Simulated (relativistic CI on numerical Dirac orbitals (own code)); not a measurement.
# Cu: one ion under different settings

How much do the settings matter for Cu? One ion, several inputs.

Method: Dirac-Coulomb-Breit CI, KLI orbitals optimised for each configuration, model QED (radiative potential, 1s self-energy scaled to tabulated hydrogen-like ionisation energies), numerical settings as typed. Code: relativistic CI on numerical Dirac orbitals (own code) version 3.

## 1. The atom as given

- ion: Cu (Cu I)
- nuclear charge: 29
- electrons: 29
- isotope: A = 63

## 2. Usual settings

Input settings:

```ini
atom Cu  Z=29  charge=0  electrons=29
nucleus A=63  rms_radius_fm=3.8823
hamiltonian dirac-coulomb  breit=on  qed=on  c_scale=1
orbitals kli  potential=per-configuration
slater_scale 1
correlation none
mixing on
grid step=0.0125 r_max=149
scf mixing=0.4 start=green max_iterations=150 tolerance=2e-08 node_fill=0.05
configurations
  [Ar] 3d10 4s
end
```

Command:

```bash
> python run_levels.py task.json out
```

The settings of every run stand in task.json; they run in order.

## 3. Node fill 0.2

Changes to the settings of step 2:

```diff
@@ -8,3 +8,3 @@
 grid step=0.0125 r_max=149
-scf mixing=0.4 start=green max_iterations=150 tolerance=2e-08 node_fill=0.05
+scf mixing=0.4 start=green max_iterations=150 tolerance=2e-08 node_fill=0.2
 configurations
```

## 4. Start potential thomas-fermi

Changes to the settings of step 3:

```diff
@@ -8,3 +8,3 @@
 grid step=0.0125 r_max=149
-scf mixing=0.4 start=green max_iterations=150 tolerance=2e-08 node_fill=0.2
+scf mixing=0.4 start=thomas-fermi max_iterations=150 tolerance=2e-08 node_fill=0.05
 configurations
```

## 5. Tolerance 0.0001, nuclear radius 4.2705

Input settings:

```ini
atom Cu  Z=29  charge=0  electrons=29
nucleus A=63  rms_radius_fm=4.2705
hamiltonian dirac-coulomb  breit=on  qed=on  c_scale=1
orbitals kli  potential=per-configuration
slater_scale 1
correlation none
mixing on
grid step=0.0125 r_max=149
scf mixing=0.4 start=green max_iterations=150 tolerance=0.0001 node_fill=0.05
configurations
  [Ar] 3d10 4s
end
```

## 6. QED terms off

Input settings:

```ini
atom Cu  Z=29  charge=0  electrons=29
nucleus A=63  rms_radius_fm=3.8823
hamiltonian dirac-coulomb  breit=on  qed=off  c_scale=1
orbitals kli  potential=per-configuration
slater_scale 1
correlation none
mixing on
grid step=0.0125 r_max=149
scf mixing=0.4 start=green max_iterations=150 tolerance=2e-08 node_fill=0.05
configurations
  [Ar] 3d10 4s
end
```

## 7. Tolerance 0.01

Input settings:

```ini
atom Cu  Z=29  charge=0  electrons=29
nucleus A=63  rms_radius_fm=3.8823
hamiltonian dirac-coulomb  breit=on  qed=on  c_scale=1
orbitals kli  potential=per-configuration
slater_scale 1
correlation none
mixing on
grid step=0.0125 r_max=149
scf mixing=0.4 start=green max_iterations=53 tolerance=0.01 node_fill=0.05
configurations
  [Ar] 3d10 4s
end
```

## 8. Potential mixing 1.8

Changes to the settings of step 7:

```diff
@@ -8,3 +8,3 @@
 grid step=0.0125 r_max=149
-scf mixing=0.4 start=green max_iterations=53 tolerance=0.01 node_fill=0.05
+scf mixing=1.8 start=green max_iterations=64 tolerance=2e-08 node_fill=0.05
 configurations
```

(Steps that only read results are left out.)

**Question.** What will these runs give? Wanted: lowest level, usual settings; total energy.

The runs gave:

| setting | total energy less usual (Ha) | largest shift of a level among the lowest eight of both runs, same label and place (cm⁻¹) | SCF iterations | time | lowest level | kind of change |
| --- | --- | --- | --- | --- | --- | --- |
| usual | 0 | 0 | 14 | 0.059 s | 4s 2S1/2 | - |
| node fill 0.2 | 0.00777 | - | 14 | 0.056 s | 4s 2S1/2 | numerical |
| start potential thomas-fermi | 0 | - | 13 | 0.055 s | 4s 2S1/2 | numerical |
| tolerance 0.0001, nuclear radius 4.2705 | 0.00145 | - | 10 | 0.055 s | 4s 2S1/2 | unphysical constant |
| QED terms off | -0.455 | - | 14 | 0.033 s | 4s 2S1/2 | model term |
| tolerance 0.01 | 6.95e-06 | - | 6 | 0.062 s | 4s 2S1/2 | extreme, harmless here |
| potential mixing 1.8 | 0 | - | 22 | 0.099 s | 4s 2S1/2 | extreme, harmless here |

| quantity | value |
| --- | --- |
| lowest level, usual settings | 4s 2S1/2 |
| total energy | -1652.3032 Ha |

No visible change in the result comes from «start potential thomas-fermi» or «tolerance 0.01» or «potential mixing 1.8». «Potential mixing 1.8» costs 22 SCF iterations against 14. Only the listed configurations are in the model. Near neutrality, missing correlation can shift configurations against each other by thousands of cm⁻¹.
